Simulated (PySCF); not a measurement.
**Solver options tried on TlF**

Aim: find out which solver settings change the answer for TlF.

The runs use PySCF 2.14.0; each script names its method and basis.

6 further runs of the same task are left out: 4 for a known fault of the program, 2 that didn't finish.

## Step 1: Starting geometry

TlF: 2 atoms, charge 0, spin multiplicity 1.

Bond lengths: Tl1–F2 1.841 Å.

## Step 2: The run that the others are compared with

File input.py:

```python
from pyscf import gto, scf

mol = gto.M(
    atom='Tl 0 0 0; F 0 0 1.841',
    basis='crenbl',
    ecp={'Tl': 'crenbl', 'F': 'crenbl'},
    charge=0,
    spin=0,
    verbose=4,
)
mf = scf.RHF(mol)
mf.kernel()
mf.dip_moment()
print('orbital energies (hartree):', mf.mo_energy[..., max(0, mol.nelec[1]-3):mol.nelec[0]+3].round(4))
```

Command:

```console
$ OMP_NUM_THREADS=1 python input.py
```

The log of this run is left out.

In short: E(SCF) = -73.978601 Eh, 10 cycles, μ = 2.59 D.

The bond length is a typed value, not an optimised one.

## Step 3: Point-group symmetry on

Run 1 changes point-group symmetry: off → on.

File input.py:

```python
from pyscf import gto, scf

mol = gto.M(
    atom='Tl 0 0 0; F 0 0 1.841',
    basis='crenbl',
    ecp={'Tl': 'crenbl', 'F': 'crenbl'},
    charge=0,
    spin=0,
    symmetry=True,
    verbose=4,
)
mf = scf.RHF(mol)
mf.kernel()
mf.dip_moment()
print('orbital energies (hartree):', mf.mo_energy[..., max(0, mol.nelec[1]-3):mol.nelec[0]+3].round(4))
```

Command:

```console
$ OMP_NUM_THREADS=1 python input.py
```

## Step 4: Level shift -0.2 hartree

Run 2 changes level shift: none → -0.2 hartree.

input.py, as its differences from that of step 2:

```diff
@@ -11,2 +11,3 @@
 mf = scf.RHF(mol)
+mf.level_shift = -0.2
 mf.kernel()
```

## Step 5: Damping 0.95

Run 3 changes damping: none → 0.95.

input.py, as its differences from that of step 2:

```diff
@@ -11,2 +11,4 @@
 mf = scf.RHF(mol)
+mf.damp = 0.95
+mf.diis_start_cycle = 8
 mf.kernel()
```

## Step 6: Second-order solver on

Run 4 changes second-order solver: off → on.

input.py, as its differences from that of step 2:

```diff
@@ -11,2 +11,3 @@
 mf = scf.RHF(mol)
+mf = mf.newton()
 mf.kernel()
```

What does the calculation give? Wanted: for each run, E(SCF); from base; gap; SCF dipole.

As calculated:

```
                     run  E(SCF) (hartree)  from base (eV)   cycles  gap (eV)  SCF dipole (D)
                    base        -73.978601               0       10     10.69            2.59
 point-group symmetry on        -73.978601          0.0000       10     10.69            2.59
level shift -0.2 hartree        -73.978601          0.0000       31     10.69            2.59
            damping 0.95        -73.978601          0.0000       16     10.69            2.59
  second-order solver on        -73.978601          0.0000  3 macro     10.69            2.59
```

Distance from each run's final energy (log10 hartree) by cycle:

```
                     run  cycle 1  cycle 2  cycle 3  cycle 5  cycle 8  cycle 12
                    base     -0.7     -1.3     -2.9     -4.9     -8.6      done
 point-group symmetry on     -0.7     -1.3     -2.9     -4.9     -8.6      done
level shift -0.2 hartree     -0.6     -0.8     -1.6     -2.8     -3.9      -4.8
            damping 0.95     -0.7     -0.7     -0.8     -0.9     -1.7      -6.3
  second-order solver on     -3.8    < -11    < -11     done     done      done
```

In words: No change of the SCF energy comes from point-group symmetry on or level shift -0.2 hartree or damping 0.95 or second-order solver on. The base needs 10 cycles and the run with level shift -0.2 hartree needs 31.
